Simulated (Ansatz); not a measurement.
# C2H5BSe: how energies converge with the basis set

How large a basis does C2H5BSe need? Two functionals are run in growing sets.

Method: one geometry, several basis sets; program: Ansatz 0.2.0, Gaussian basis.

Levels to be run: PBE0-D4/def2-SVP; ωB97M-V/def2-SVP; PBE0-D4/def2-QZVPP; ωB97M-V/def2-QZVPP; the functionals' def2-TZVPP values are taken from earlier runs.

### Step 1. The geometry

The geometry comes from an earlier relaxation with PBE0-D4 in a triple-zeta def2 set; it is a stationary point, not always the lowest conformer.

SMILES `CBC=[Se]`, 9 atoms, charge 0, spin multiplicity 1.

Atoms are counted from 1 here; the program's logs count them from 0.

Bond lengths: C1–B2 1.566 Å, C1–H5 1.099 Å, C1–H6 1.093 Å, C1–H7 1.091 Å, B2–C3 1.528 Å, B2–H8 1.201 Å, C3–Se4 1.765 Å, C3–H9 1.087 Å. Angles: B2–C1–H5 107.0°, B2–C1–H6 111.7°, B2–C1–H7 114.5°, H5–C1–H6 105.9°, H5–C1–H7 107.9°, H6–C1–H7 109.3°, C1–B2–C3 123.3°, C1–B2–H8 120.1°, C3–B2–H8 116.6°, B2–C3–Se4 101.2°, B2–C3–H9 135.8°, Se4–C3–H9 123.0°.

### Step 2. PBE0-D4 in def2-SVP

in.yaml reads:

```yaml
crystal:
  periodic: [false, false, false]
  atoms:
    - {symbol: C, position_ang: [-0.113346, 0.296387, -1.187614]}
    - {symbol: B, position_ang: [0.540002, 0.074732, 0.218018]}
    - {symbol: C, position_ang: [-0.127905, -0.722711, 1.337721]}
    - {symbol: Se, position_ang: [-0.978240, 0.555212, 2.208423]}
    - {symbol: H, position_ang: [0.435052, -0.334969, -1.901109]}
    - {symbol: H, position_ang: [0.016312, 1.323616, -1.536511]}
    - {symbol: H, position_ang: [-1.168756, 0.026357, -1.243291]}
    - {symbol: H, position_ang: [1.640515, 0.500251, 0.444166]}
    - {symbol: H, position_ang: [-0.155135, -1.765176, 1.643097]}
basis:
  gaussian: {orbitals: def2-SVP}
hamiltonian: {xc: pbe0, dispersion: d4}
output: {orbitals: {seedname: orbitals}}
```

Started as:

```
$ ansatz run in.yaml --threads 2 --pin off --events-out ev --progress --plain --max-ram 4352MiB
```

Log:

```text
Functional definition: PBE0
  name "PBE0"
  cite "Adamo & Barone, J. Chem. Phys. 110, 6158 (1999) doi:10.1063/1.478522"
  cite "Perdew, Burke & Ernzerhof, Phys. Rev. Lett. 77, 3865 (1996) doi:10.1103/PhysRevLett.77.3865"
  parent pbe
  parameter a = 0.25
  parameter kappa = 0.804
  parameter beta = 0.06672455060314922
  exchange = (1 - a)*pbe_x(kappa = kappa, mu = beta*pi^2/3) + a*exact_x
  correlation = pbe_c(beta = beta)
1005 factors; integrals over basis functions are off by at most 1.1e-3 eV
mean field evaluation 1: about -68148.5452 eV, gradient 6.1e1 eV
mean field evaluation 2: about -68131.7511 eV, gradient 9.3e1 eV
mean field evaluation 4: about -68158.6807 eV, gradient 8.9e0 eV
mean field evaluation 8: about -68158.9839 eV, gradient 2.0e-1 eV
mean field evaluation 16: about -68158.9840 eV, gradient 6.8e-5 eV
mean field -68158.98400809 eV, -2504.7964624785 hartree, gradient 1.7e-5 eV, S^2 0.000000; 0 other end points of the search recorded, 0 dependent functions left out
reference -68158.98403296 eV, -2504.7964633924 hartree; 28, 28 occupied and 71, 71 virtual orbitals, 1005 factors
Total energy: -68159.13600342 eV, -2504.8020482038 hartree
```

Run time: 1.8 s. Hardware: 2 threads of Arm Neoverse V1, shared host.

### Step 3. ωB97M-V in def2-SVP

Edit in.yaml of step 2 so:

```diff
@@ -14,3 +14,3 @@
   gaussian: {orbitals: def2-SVP}
-hamiltonian: {xc: pbe0, dispersion: d4}
+hamiltonian: {xc: {name: wB97M-V}}
 output: {orbitals: {seedname: orbitals}}
```

Same command.

Log, cut to the lines that bear on the results:

```text
Functional definition: wB97M-V
  name "wB97M-V"
  cite "Mardirossian & Head-Gordon, J. Chem. Phys. 144, 214110 (2016) doi:10.1063/1.4952647"
  cite "Becke, J. Chem. Phys. 107, 8554 (1997) doi:10.1063/1.475007"
  cite "Vydrov & Van Voorhis, J. Chem. Phys. 133, 244103 (2010) doi:10.1063/1.3521275"
  # Of w^i u^j: cxij and so on, Table III.
[...]
  gx(w, u) = 1 - cx + cx01*u + cx10*w
  gss(w, u) = css00 + css04*u^4 + css10*w + css20*w^2 + css43*w^4*u^3
  gos(w, u) = cos00 + cos10*w + (cos20 + cos21*u)*w^2 + (cos60 + cos61*u)*w^6
[...]
      + integral(e_c_pw_mod_opposite_spin*gos(b97_w_opposite, b97_u_opposite)) + vv10(b, c)
1005 factors; integrals over basis functions are off by at most 1.1e-3 eV
257 factors; integrals over basis functions are off by at most 9.1e-6 eV
[...]
mean field -68164.95063166 eV, -2505.0157318506 hartree, gradient 2.1e-5 eV, S^2 0.000000; 0 other end points of the search recorded, 0 dependent functions left out
reference -68164.95067060 eV, -2505.0157332816 hartree; 28, 28 occupied and 71, 71 virtual orbitals, 1005 factors
Total energy: -68164.95067060 eV, -2505.0157332816 hartree
```

Wall time 8 s (2 threads of Arm Neoverse V1, shared host).

### Step 4. PBE0-D4 in def2-QZVPP

Edit in.yaml of step 3 so:

```diff
@@ -13,4 +13,4 @@
 basis:
-  gaussian: {orbitals: def2-SVP}
-hamiltonian: {xc: {name: wB97M-V}}
+  gaussian: {orbitals: "def2-QZVPP.json"}
+hamiltonian: {xc: pbe0, dispersion: d4}
 output: {orbitals: {seedname: orbitals}}
```

Same command.

Log:

```text
Functional definition: PBE0
  name "PBE0"
  cite "Adamo & Barone, J. Chem. Phys. 110, 6158 (1999) doi:10.1063/1.478522"
  cite "Perdew, Burke & Ernzerhof, Phys. Rev. Lett. 77, 3865 (1996) doi:10.1103/PhysRevLett.77.3865"
  parent pbe
  parameter a = 0.25
  parameter kappa = 0.804
  parameter beta = 0.06672455060314922
  exchange = (1 - a)*pbe_x(kappa = kappa, mu = beta*pi^2/3) + a*exact_x
  correlation = pbe_c(beta = beta)
1415 factors; their error is unknown
mean field evaluation 1: about -68153.8243 eV, gradient 8.3e1 eV
mean field evaluation 2: about -68113.3160 eV, gradient 1.4e2 eV
mean field evaluation 4: about -68171.2777 eV, gradient 8.6e0 eV
mean field evaluation 8: about -68171.3924 eV, gradient 2.5e-1 eV
mean field evaluation 16: about -68171.5911 eV, gradient 2.5e-4 eV
mean field -68171.59114669 eV, -2505.2597662768 hartree, gradient 5.6e-5 eV, S^2 0.000000; 0 other end points of the search recorded, 0 dependent functions left out
reference -68171.59118294 eV, -2505.2597676088 hartree; 28, 28 occupied and 382, 382 virtual orbitals, 1415 factors
Total energy: -68171.74315340 eV, -2505.2653524201 hartree
```

Wall time 12 s (2 threads of Arm Neoverse V1, shared host); peak memory 1.1 GiB.

### Step 5. ωB97M-V in def2-QZVPP

Edit in.yaml of step 4 so:

```diff
@@ -14,3 +14,3 @@
   gaussian: {orbitals: "def2-QZVPP.json"}
-hamiltonian: {xc: pbe0, dispersion: d4}
+hamiltonian: {xc: {name: wB97M-V}}
 output: {orbitals: {seedname: orbitals}}
```

Launched as before.

Log, cut to the lines that bear on the results:

```text
Functional definition: wB97M-V
  name "wB97M-V"
  cite "Mardirossian & Head-Gordon, J. Chem. Phys. 144, 214110 (2016) doi:10.1063/1.4952647"
  cite "Becke, J. Chem. Phys. 107, 8554 (1997) doi:10.1063/1.475007"
  cite "Vydrov & Van Voorhis, J. Chem. Phys. 133, 244103 (2010) doi:10.1063/1.3521275"
  # Of w^i u^j: cxij and so on, Table III.
[...]
  gx(w, u) = 1 - cx + cx01*u + cx10*w
  gss(w, u) = css00 + css04*u^4 + css10*w + css20*w^2 + css43*w^4*u^3
  gos(w, u) = cos00 + cos10*w + (cos20 + cos21*u)*w^2 + (cos60 + cos61*u)*w^6
[...]
      + integral(e_c_pw_mod_opposite_spin*gos(b97_w_opposite, b97_u_opposite)) + vv10(b, c)
1390 factors; their error is unknown
342 factors; integrals over basis functions are off by at most 9.2e-6 eV
[...]
mean field -68177.67604602 eV, -2505.4833822027 hartree, gradient 2.8e-5 eV, S^2 0.000000; 0 other end points of the search recorded, 0 dependent functions left out
reference -68177.67610332 eV, -2505.4833843082 hartree; 28, 28 occupied and 382, 382 virtual orbitals, 1390 factors
Total energy: -68177.67610332 eV, -2505.4833843082 hartree
```

Run time: 30 s. Hardware: 2 threads of Arm Neoverse V1, shared host; peak memory 1.4 GiB.

### Step 6. Density functionals: the series

The def2-TZVPP values come from earlier runs at the same geometry.

```tsv
functional	basis	functions	energy (eV)	from the largest (eV)	HOMO (eV)	LUMO (eV)
PBE0-D4	def2-SVP	99	-68159.1360	12.607	-6.55	-2.64
PBE0-D4	def2-TZVPP	211	-68170.2061	1.537	-6.64	-2.74
PBE0-D4	def2-QZVPP	410	-68171.7432	0.000	-6.65	-2.76
ωB97M-V	def2-SVP	99	-68164.9507	12.725	-8.63	-0.48
ωB97M-V	def2-TZVPP	211	-68176.1914	1.485	-8.74	-0.66
ωB97M-V	def2-QZVPP	410	-68177.6761	0.000	-8.75	-0.69
```

### Step 7. Outcome

| quantity | value |
| --- | --- |
| PBE0-D4: double and triple zeta above quadruple | 12.61, 1.54 eV |
| ωB97M-V: double and triple zeta above quadruple | 12.73, 1.48 eV |

In words: PBE0-D4 gains 11.07 eV from double to triple zeta, then 1.54 eV more. These are total energies; as a rule much of such shifts cancels in differences, which this series doesn't test.

For PBE0-D4 the largest set took about 7 times as long as the smallest (12 s against 1.8 s).
